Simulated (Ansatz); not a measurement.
What does this script print? It uses the Ansatz DFT code, driven from Python.

`pdos.py`:
```python
"""Which atoms and shells make the states of Be3Si."""

from collections import Counter
import json
import warnings

import ansatz as az
import numpy as np

warnings.simplefilter("ignore", az.DeckWarning)

be3si = (
    az.Lattice.from_parameters(4.187571, 4.187571, 4.187571, alpha=131.93027, beta=131.93027, gamma=70.33918)
    .atom("Be", (0.75, 0.25, 0.5))
    .atom("Be", (0.25, 0.75, 0.5))
    .atom("Be", (0.5, 0.5, 0.0))
    .atom("Si", (0.0, 0.0, 0.0))
)

setup = be3si.calculation()
setup = setup.basis(420)
setup = setup.occupations("Fermi-Dirac", width=0.1)
setup = setup.functional(az.Functional.PBE)
setup = setup.kpoints(9).scf(extra_bands=14)
setup = setup.density_of_states(projected=True, energy_step=0.05)
result = setup.run(events_out="events.ndjson")
data = result.report
with open("events.ndjson") as stream:
    kinds = Counter(json.loads(line)["event"] for line in stream)
print("events:", {kind: kinds[kind] for kind in ("scf_iter", "scf_done", "notice", "finished")})

dos = result.density_of_states()
energy = np.asarray(dos.energies_ev) - dos.fermi_ev
curves = {}
for site in result.projected_density_of_states().sites:
    for shell in site.shells:
        weight = sum(np.sum(curve.g_bin_mean_per_ev, axis=0) for curve in shell.curves)
        name = f"{site.species} {shell.label}"
        curves[name] = curves.get(name, 0) + weight

print("E-EF   " + " ".join(f"{name:>8s}" for name in curves))
for e in np.arange(-8, 4 + 0.1, 0.5):
    print(f"{e:5.1f}  " + " ".join(f"{np.interp(e, energy, g):8.3f}" for g in curves.values()))
```

```console
$ python pdos.py
events: {'scf_iter': 6, 'scf_done': 1, 'notice': 2, 'finished': 1}
E-EF      Be 2S    Si 3S    Si 3P
 -8.0     0.180    0.022    0.231
 -7.5     0.304    0.075    0.445
 -7.0     0.275    0.097    0.484
 -6.5     0.255    0.108    0.521
 -6.0     0.259    0.084    0.612
 -5.5     0.233    0.081    0.603
 -5.0     0.245    0.082    0.768
 -4.5     0.204    0.067    0.719
 -4.0     0.156    0.051    0.612
 -3.5     0.100    0.033    0.485
 -3.0     0.120    0.040    0.490
 -2.5     0.167    0.059    0.396
 -2.0     0.385    0.122    0.287
 -1.5     0.174    0.080    0.211
 -1.0     0.287    0.083    0.327
 -0.5     0.509    0.049    0.387
  0.0     0.341    0.026    0.250
  0.5     0.313    0.020    0.184
  1.0     0.305    0.038    0.190
  1.5     0.293    0.043    0.185
  2.0     0.248    0.040    0.162
  2.5     0.243    0.049    0.124
  3.0     0.242    0.055    0.114
  3.5     0.287    0.060    0.139
  4.0     0.234    0.052    0.131
```

Caveats:
- For a metal this k-point mesh is coarse: on a finer one energies can move by several to tens of meV an atom and pressures by half a GPa or more, differences at one mesh by less.
- The structure comes from a database of computed cells and needn't be a stable or known phase.
- Curves are summed over the cell's atoms. Only shells that the potentials hold have channels, so projections don't add up to the total, least of all where a shell is missing (p of most metals); heights and places of peaks move with the mesh.
- The density of states is complete only as far up as bands were computed.
- Finished in 2.7 s on 1 thread of Arm Neoverse V2, with other jobs on the host, peak memory 0.38 GiB.

(Lines on the test bed's own set-up are left out of the output.)
